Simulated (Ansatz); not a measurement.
# NiAu3 (Pm-3m) in Ansatz: further runs

One crystal, NiAu3, is run at these levels: PBEsol; tasks: single point.

Everything below comes from runs of Ansatz 0.2.0. Logs are shortened: lines on timing, memory, paths and dates and some standing lists are left out, and cuts for length are marked.

### 1 The structure

It takes space group Pm-3m (No. 221, cubic). Conventional cell: a = 4.028 Å, b = 4.028 Å, c = 4.028 Å, α = 90.00°, β = 90.00°, γ = 90.00°. Au (site symmetry 4/mmm) is surrounded by 8 Au at 2.85 Å and 4 Ni at 2.85 Å. Around Ni (site symmetry m-3m) lie 12 Au at 2.85 Å.

The cell comes from a database or a generator and needn't be the stable form of this composition.

### 2 Single point, PBEsol, collinear spin, ferromagnetic start, 15.36 Å³/atom (volume scaled by 0.94)

File input.yaml:

```yaml
crystal:
  lattice:
    - [3.9459374164, 0.0, 0.0]
    - [0.0, 3.9459374164, 0.0]
    - [0.0, 0.0, 3.9459374164]
  atoms:
    - { symbol: Au, position: [0.5, 0.5, 0.0] }
    - { symbol: Au, position: [0.0, 0.5, 0.5] }
    - { symbol: Au, position: [0.5, 0.0, 0.5] }
    - { symbol: Ni, position: [0.0, 0.0, 0.0], spin: 1.0 }
kpoints:
  mp_grid: { grid: [7, 7, 7] }
scf:
  occupations: { method: fermi_dirac, width: 0.05 }
hamiltonian:
  xc: pbesol
  pseudopotentials: { kind: all_electron, lapw: { basis_error: 0.001 } }
magnetization:
  spin_polarized: true
output:
  forces: true
  stress: true
  eigenvalues: true
```

Potentials or basis: all-electron LAPW, scalar-relativistic.

On the command line:

```sh
> ansatz run input.yaml --threads 4 --pin off --max-ram 12288MiB --backend cpu --events-out ev --progress --plain --runs-dir out
```

The program printed:

```text
Warning: RAYON_NUM_THREADS=4 ignored (pool sized by the plan → 4); use --threads N
LAPW: plane waves up to 8.384 Å⁻¹, error target 1.0e-3 eV per atom; small_component_spin mean_spin; Ni in spheres of 1.395 Å, 18 of its electrons in bands, Dirac shells []; Au in spheres of 1.395 Å, 43 of its electrons in bands, Dirac shells [] (how accurate: hamiltonian.pseudopotentials.lapw.basis_error, Limitations)
Engine: ansatz 0.2.0, aarch64-unknown-linux-gnu
Pseudopotentials: kind: all_electron
Pseudopotential: Au, LAPW, valence charge 43, lapw/all_electron/scalar/gaussian/Au, Koelling and Harmon's equation, gaussian nucleus
Pseudopotential: Ni, LAPW, valence charge 18, lapw/all_electron/scalar/gaussian/Ni, Koelling and Harmon's equation, gaussian nucleus
Functional definition: PBEsol
  exchange = pbesol_x
  correlation = pbesol_c
Crystal: 4 atoms, lattice volume = 61.440 Å³
Basis set: ecut = 267.8127918173495 eV, 619 PW (Γ), exchange–correlation at level 2
Bands: 89, of which v1, the nominal top of the filled ones, is band 74 counted from 1 (73 counted from 0)
Symmetry: 48 space group operations
Space group: Pm-3m (ITA 221), of the structure as read, at distance tolerance 3.9e-5 Å
[... 47 lines left out ...]
  E_closure    = 0.000000  (closes the sum)
  E_atoms      = -1592576.610940  (free atoms, spherical and without spin; not in F)
  Σ components = -1592595.840135   (vs F -1592595.840135, Δ=0.00e0)
  Basis errors (estimates in eV, not in F): energy 1.7e-4 per atom: plane waves 1.5e-4 (1.0e-4 summed), levels above the bands 3.7e-153, relativity 4.7e-9, radial functions 2.8e-5, core shells 4.1e-8; eigenvalues (radial functions only) 6.3e-6; not estimated: angular momenta, meshes, grids; target (lapw.basis_error) 1.0e-3; muffin-tin radii Ni 1.395 Å, Au 1.395 Å
--- Forces (eV/Å), atoms counted from 1 ---
  atom   1  Au     0.00000000    -0.00000000     0.00000000
  atom   2  Au     0.00000000    -0.00000000     0.00000000
  atom   3  Au     0.00000000    -0.00000000     0.00000000
  atom   4  Ni    -0.00000000    -0.00000000    -0.00000000
  max |Σ_I F_I| component: 1.71e-29 eV/Å
--- Stress (GPa, compression-positive) ---
        0.542494       0.000000       0.000000
        0.000000       0.542494       0.000000
        0.000000       0.000000       0.542494
  P = ⅓ Tr σ = 0.5425 GPa (5.425 kbar)
--- Band table (eV; the first three rows and the last of 40) ---
  k-point 0 ↑: bands = ["-298.6893", "-298.6893", "-298.6893", "-298.6893", "-298.6893", "-298.6893", "-298.6854", "-298.6854", "-298.6854", "-298.6743", "-298.6743", "-298.6743", "-298.6714", "-298.6714", "-298.6714", "-81.6153", "-81.5950", "-81.5950", "-77.8843", "-54.6589", "-54.6581", "-54.6581", "-54.6509", "-54.6509", "-54.6509", "-54.6468", "-54.6468", "-54.6468", "-54.6465", "-54.6465", "-54.6465", "-54.6393", "-54.6393", "-54.6393", "-54.6390", "-54.6390", "-54.6390", "-54.6388", "-54.6388", "-54.6388", "-38.4559", "-38.4559", "-38.4559", "-33.1185", "-33.1185", "-33.1185", "-32.9651", "-32.9651", "-32.9651", "-32.8969", "-32.8969", "-32.8969", "14.0631", "16.5065", "17.3482", "17.3482", "17.3482", "17.5087", "17.5087", "20.1125", "20.1125", "20.1125", "21.3916", "21.3916", "22.3411", "22.7229", "22.7229", "22.7229", "23.6965", "23.6965", "23.9627", "23.9627", "23.9627", "25.2822", "25.2822", "25.2822", "30.5659", "30.5659", "31.9655", "34.3128", "34.3128", "34.3128", "35.5169", "35.5169", "35.5169", "39.8360", "41.9849", "41.9849", "42.7135"]
  k-point 1 ↑: bands = ["-298.6893", "-298.6893", "-298.6893", "-298.6893", "-298.6893", "-298.6893", "-298.6854", "-298.6854", "-298.6854", "-298.6743", "-298.6743", "-298.6743", "-298.6714", "-298.6714", "-298.6714", "-81.6144", "-81.5958", "-81.5950", "-77.8843", "-54.6589", "-54.6581", "-54.6581", "-54.6508", "-54.6508", "-54.6508", "-54.6468", "-54.6468", "-54.6468", "-54.6465", "-54.6465", "-54.6465", "-54.6393", "-54.6393", "-54.6393", "-54.6390", "-54.6390", "-54.6390", "-54.6388", "-54.6388", "-54.6388", "-38.4559", "-38.4559", "-38.4559", "-33.1127", "-33.1127", "-33.1082", "-32.9667", "-32.9667", "-32.9655", "-32.9082", "-32.9013", "-32.9013", "14.3092", "16.6567", "17.4140", "17.4813", "17.4813", "17.5475", "17.6976", "20.0111", "20.1182", "20.1182", "21.2057", "21.4112", "22.0819", "22.0819", "22.1620", "22.7234", "23.4967", "23.6473", "23.6789", "23.6789", "23.9614", "24.0941", "26.2533", "26.2533", "30.4744", "30.9850", "32.9123", "34.2572", "34.2572", "34.3534", "34.8201", "35.6064", "35.6064", "40.0266", "41.9692", "43.0399", "43.3892"]
  k-point 2 ↑: bands = ["-298.6893", "-298.6893", "-298.6893", "-298.6893", "-298.6893", "-298.6893", "-298.6854", "-298.6854", "-298.6854", "-298.6743", "-298.6743", "-298.6743", "-298.6714", "-298.6714", "-298.6714", "-81.6120", "-81.5982", "-81.5950", "-77.8843", "-54.6588", "-54.6582", "-54.6581", "-54.6508", "-54.6508", "-54.6508", "-54.6468", "-54.6468", "-54.6468", "-54.6466", "-54.6466", "-54.6466", "-54.6393", "-54.6393", "-54.6393", "-54.6390", "-54.6390", "-54.6390", "-54.6388", "-54.6388", "-54.6388", "-38.4559", "-38.4558", "-38.4558", "-33.0978", "-33.0978", "-33.0791", "-32.9720", "-32.9720", "-32.9662", "-32.9396", "-32.9112", "-32.9112", "15.0030", "17.0454", "17.5822", "17.6078", "17.8702", "17.8702", "18.2139", "19.7639", "20.0395", "20.0395", "20.7140", "21.0736", "21.0736", "21.4042", "21.7032", "21.7835", "22.7243", "23.3251", "23.3251", "23.5192", "23.5390", "23.9588", "27.9433", "27.9433", "30.2542", "30.5822", "33.2759", "33.2759", "33.8049", "34.3523", "36.0395", "36.7286", "36.7286", "40.4818", "41.5688", "42.2921", "42.5623"]
  k-point 19 ↓: bands = ["-298.6893", "-298.6893", "-298.6893", "-298.6893", "-298.6893", "-298.6893", "-298.6854", "-298.6854", "-298.6854", "-298.6743", "-298.6743", "-298.6743", "-298.6714", "-298.6714", "-298.6714", "-81.6024", "-81.6014", "-81.6014", "-77.8843", "-54.6584", "-54.6583", "-54.6583", "-54.6513", "-54.6513", "-54.6496", "-54.6473", "-54.6473", "-54.6473", "-54.6461", "-54.6461", "-54.6461", "-54.6396", "-54.6391", "-54.6391", "-54.6391", "-54.6389", "-54.6389", "-54.6388", "-54.6388", "-54.6388", "-38.4562", "-38.4562", "-38.4562", "-33.1992", "-33.0698", "-33.0688", "-33.0688", "-32.9337", "-32.9337", "-32.8934", "-32.8934", "-32.8928", "16.7592", "16.9441", "16.9441", "16.9665", "19.0657", "19.0657", "19.2239", "19.7763", "20.0770", "20.0770", "20.6025", "20.6025", "21.6934", "21.6934", "21.9497", "22.3677", "22.8168", "23.3780", "23.3780", "23.5987", "23.5987", "24.2169", "24.2169", "24.2346", "27.7821", "27.7821", "28.4991", "29.7528", "38.9928", "39.3740", "39.3740", "39.3819", "40.9463", "41.0236", "41.0236", "42.0829", "42.0829"]
```

Run time: 26 s. Hardware: 4 threads of Arm Neoverse V2, shared host; peak memory 0.88 GiB.

What came out:

| Quantity | Value |
| --- | --- |
| Free energy | -1592595.8401 eV |
| Pressure | 0.5 GPa |
| Band gap on the k mesh | none (metal or under the smearing width) |
| Net moment | 0.00 μB per cell |
| Absolute moment | 0.00 μB per cell |

Caveat: the starting moments weren't kept.

### 3 Single point, PBEsol, collinear spin, ferromagnetic start, 15.69 Å³/atom (volume scaled by 0.96)

input.yaml, as its differences from that of step 2:

```diff
@@ -2,5 +2,5 @@
   lattice:
-    - [3.9459374164, 0.0, 0.0]
-    - [0.0, 3.9459374164, 0.0]
-    - [0.0, 0.0, 3.9459374164]
+    - [3.9737266236, 0.0, 0.0]
+    - [0.0, 3.9737266236, 0.0]
+    - [0.0, 0.0, 3.9737266236]
   atoms:
```

Potentials or basis: all-electron LAPW, scalar-relativistic.

On the command line:

```sh
> ansatz run input.yaml --threads 4 --pin off --max-ram 12288MiB --backend cpu --events-out ev --progress --plain --runs-dir out
```

Run time: 27 s. Hardware: 4 threads of Arm Neoverse V2, shared host; peak memory 0.89 GiB.

It converged, with:

| Item | Value |
| --- | --- |
| Free energy | -1592595.8290 eV |
| Pressure | -3.2 GPa |
| Band gap on the k mesh | none (metal or under the smearing width) |
| Net moment | 0.00 μB per cell |
| Absolute moment | 0.00 μB per cell |

Caveat: the starting moments weren't kept.

### 4 Single point, PBEsol, collinear spin, ferromagnetic start, 16.01 Å³/atom (volume scaled by 0.98)

input.yaml, as its differences from that of step 3:

```diff
@@ -2,5 +2,5 @@
   lattice:
-    - [3.9737266236, 0.0, 0.0]
-    - [0.0, 3.9737266236, 0.0]
-    - [0.0, 0.0, 3.9737266236]
+    - [4.0011325008, 0.0, 0.0]
+    - [0.0, 4.0011325008, 0.0]
+    - [0.0, 0.0, 4.0011325008]
   atoms:
```

On the command line:

```sh
> ansatz run input.yaml --threads 4 --pin off --max-ram 12288MiB --backend cpu --events-out ev --progress --plain --runs-dir out
```

Wall time 28 s (4 threads of Arm Neoverse V2, shared host); peak memory 0.88 GiB.

The run converged. Its results:

```yaml
Free_energy: -1592595.7896 eV
Pressure: -6.4 GPa
Band_gap_on_the_k_mesh: none (metal or under the smearing width)
Net_moment: 0.00 μB per cell
Absolute_moment: 0.00 μB per cell
```

Caveat: the starting moments weren't kept.

### 5 Single point, PBEsol, collinear spin, ferromagnetic start, 16.34 Å³/atom

input.yaml, as its differences from that of step 4:

```diff
@@ -2,5 +2,5 @@
   lattice:
-    - [4.0011325008, 0.0, 0.0]
-    - [0.0, 4.0011325008, 0.0]
-    - [0.0, 0.0, 4.0011325008]
+    - [4.028168, 0.0, 0.0]
+    - [0.0, 4.028168, 0.0]
+    - [0.0, 0.0, 4.028168]
   atoms:
```

On the command line:

```sh
> ansatz run input.yaml --threads 4 --pin off --max-ram 12288MiB --backend cpu --events-out ev --progress --plain --runs-dir out
```

Run time: 25 s. Hardware: 4 threads of Arm Neoverse V2, shared host; peak memory 0.89 GiB.

The run converged. Its results:

* Free energy: -1592595.7256 eV
* Pressure: -9.2 GPa
* Band gap on the k mesh: none (metal or under the smearing width)
* Net moment: 0.00 μB per cell
* Absolute moment: 0.00 μB per cell

Caveat: the starting moments weren't kept.

### 6 Single point, PBEsol, collinear spin, ferromagnetic start, 16.67 Å³/atom (volume scaled by 1.02)

input.yaml, as its differences from that of step 5:

```diff
@@ -2,5 +2,5 @@
   lattice:
-    - [4.028168, 0.0, 0.0]
-    - [0.0, 4.028168, 0.0]
-    - [0.0, 0.0, 4.028168]
+    - [4.0548453867, 0.0, 0.0]
+    - [0.0, 4.0548453867, 0.0]
+    - [0.0, 0.0, 4.0548453867]
   atoms:
```

Potentials or basis: all-electron LAPW, scalar-relativistic.

On the command line:

```sh
> ansatz run input.yaml --threads 4 --pin off --max-ram 12288MiB --backend cpu --events-out ev --progress --plain --runs-dir out
```

Run time: 27 s. Hardware: 4 threads of Arm Neoverse V2, shared host; peak memory 0.89 GiB.

The run converged. Its results:

```yaml
Free_energy: -1592595.6404 eV
Pressure: -11.6 GPa
Band_gap_on_the_k_mesh: none (metal or under the smearing width)
Net_moment: 0.00 μB per cell
Absolute_moment: 0.00 μB per cell
```

Caveat: the starting moments weren't kept.

### 7 Single point, PBEsol, collinear spin, ferromagnetic start, 16.99 Å³/atom (volume scaled by 1.04)

input.yaml, as its differences from that of step 6:

```diff
@@ -2,5 +2,5 @@
   lattice:
-    - [4.0548453867, 0.0, 0.0]
-    - [0.0, 4.0548453867, 0.0]
-    - [0.0, 0.0, 4.0548453867]
+    - [4.0811762894, 0.0, 0.0]
+    - [0.0, 4.0811762894, 0.0]
+    - [0.0, 0.0, 4.0811762894]
   atoms:
```

On the command line:

```sh
> ansatz run input.yaml --threads 4 --pin off --max-ram 12288MiB --backend cpu --events-out ev --progress --plain --runs-dir out
```

Run time: 27 s. Hardware: 4 threads of Arm Neoverse V2, shared host; peak memory 0.89 GiB.

It converged, with:

* Free energy: -1592595.5369 eV
* Pressure: -13.7 GPa
* Band gap on the k mesh: none (metal or under the smearing width)
* Net moment: 0.00 μB per cell
* Absolute moment: 0.00 μB per cell

Caveat: the starting moments weren't kept.

### 8 Single point, PBEsol, collinear spin, ferromagnetic start, 17.32 Å³/atom (volume scaled by 1.06)

input.yaml, as its differences from that of step 7:

```diff
@@ -2,5 +2,5 @@
   lattice:
-    - [4.0811762894, 0.0, 0.0]
-    - [0.0, 4.0811762894, 0.0]
-    - [0.0, 0.0, 4.0811762894]
+    - [4.1071717437, 0.0, 0.0]
+    - [0.0, 4.1071717437, 0.0]
+    - [0.0, 0.0, 4.1071717437]
   atoms:
```

On the command line:

```sh
> ansatz run input.yaml --threads 4 --pin off --max-ram 12288MiB --backend cpu --events-out ev --progress --plain --runs-dir out
```

Wall time 29 s (4 threads of Arm Neoverse V2, shared host); peak memory 0.88 GiB.

It converged, with:

```yaml
Free_energy: -1592595.4176 eV
Pressure: -15.5 GPa
Band_gap_on_the_k_mesh: none (metal or under the smearing width)
Net_moment: 0.00 μB per cell
Absolute_moment: 0.00 μB per cell
```

Caveat: the starting moments weren't kept.

### 9 For comparison

An earlier run on the cell as given: functional PBEsol; potentials or basis all-electron LAPW, scalar-relativistic; cutoff 255 eV (chosen from the basis error); basis error allowed 0.001 eV/atom; k mesh 7 × 7 × 7; occupations fermi-dirac, width 0.05 eV; collinear spin, ferromagnetic start; starting moments [0.0, 0.0, 0.0, 1.0] μB.

- Pressure: -9.2 GPa
- Band gap on the k mesh: none (metal or under the smearing width)
- Net moment: 0.00 μB per cell
- Absolute moment: 0.00 μB per cell
